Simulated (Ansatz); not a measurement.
# K2MgH4, space group I4/mmm: a calculation of the dielectric tensor and Born charges

Computed with Ansatz's Python interface.

The cells in order, each with its output:

In [1]:
```python
import warnings

import ansatz as az
import numpy as np
from pymatgen.core import Lattice, Structure
from pymatgen.io.ase import AseAtomsAdaptor
```

In [2]:
```python
warnings.simplefilter('ignore', az.DeckWarning)

pmg_structure = Structure(
    Lattice([[-2.01805, 2.01805, 6.79605], [2.01805, -2.01805, 6.79605], [2.01805, 2.01805, -6.79605]]),
    ['K', 'K', 'Mg', 'H', 'H', 'H', 'H'],
    [
        [0.3513, 0.3513, 0.0],
        [0.6487, 0.6487, 0.0],
        [0.0, 0.0, 0.0],
        [0.1472, 0.1472, 0.0],
        [0.8528, 0.8528, 0.0],
        [0.5, 0.0, 0.5],
        [0.0, 0.5, 0.5],
    ],
)
system = az.Crystal.from_ase(AseAtomsAdaptor.get_atoms(pmg_structure))
```

In [3]:
```python
system.resolved().sites[-1]
```
Out [3]:
```text
Site(symbol='H', position=(0.0, 0.5, 0.5), moment=None, axis=None, held=None, saved=None)
```

In [4]:
```python
calc = (
    system.calculation()
    .functional('lda')
    .kpoints(6, 6, 6, center='monkhorst-pack')
    .mixing('broyden')
    .scf(tolerance=1e-06)
    .occupations('fixed')
    .dielectric()
)
result = calc.run(threads=1)
response = result.dielectric
eps = np.asarray(response.eps_inf)
```

In [5]:
```python
values = np.linalg.eigvalsh(eps)
print('principal values of eps_inf:', np.round(values, 3))
print('refractive indices:', np.round(np.sqrt(values), 3))
for index, (site, z) in enumerate(zip(result.lattice.sites, response.zstar_e)):
    print('Born charge tensor of', site.symbol, index)
    print(np.round(z, 3) + 0.0)
print(f'charge neutrality missed by {response.zstar_sum_residual_pre_e:.4f} e before the sum rule')
```
```text
principal values of eps_inf: [3.333 3.428 3.428]
refractive indices: [1.826 1.851 1.851]
Born charge tensor of K 0
[[0.981 0.    0.   ]
 [0.    0.981 0.   ]
 [0.    0.    0.997]]
Born charge tensor of K 1
[[0.981 0.    0.   ]
 [0.    0.981 0.   ]
 [0.    0.    0.997]]
Born charge tensor of Mg 2
[[1.868 0.    0.   ]
 [0.    1.868 0.   ]
 [0.    0.    1.595]]
Born charge tensor of H 3
[[-0.876  0.     0.   ]
 [ 0.    -0.876  0.   ]
 [ 0.     0.    -1.08 ]]
Born charge tensor of H 4
[[-0.876  0.     0.   ]
 [ 0.    -0.876  0.   ]
 [ 0.     0.    -1.08 ]]
Born charge tensor of H 5
[[-0.812  0.     0.   ]
 [ 0.    -1.266  0.   ]
 [ 0.     0.    -0.715]]
Born charge tensor of H 6
[[-1.266  0.     0.   ]
 [ 0.    -0.812  0.   ]
 [ 0.     0.    -0.715]]
charge neutrality missed by 0.0019 e before the sum rule
```

Caveats:
- These settings explore the input space; cutoff and mesh may be short of convergence.
- The Fermi level of a run with fixed occupations marks the highest occupied state on its mesh, not mid-gap.
- Averages over directions belong to no single polarisation, least of all in layered crystals.
- The structure is a deposited one; some such entries were measured under pressure or heat, so a shift against it needn't be the functional's error alone.
- This is the electronic (clamped-ion) response; a semilocal gap that is too small tends to raise it. The typed mesh is that of the SCF; the response is solved on denser meshes that the run picks.
- The whole script took 2.4 min on 1 thread of AMD EPYC 7R43 64-Core Processor (Zen 3), with other jobs on the host, peak memory 1.1 GiB.

(Lines on the test bed's own set-up are left out of the output.)
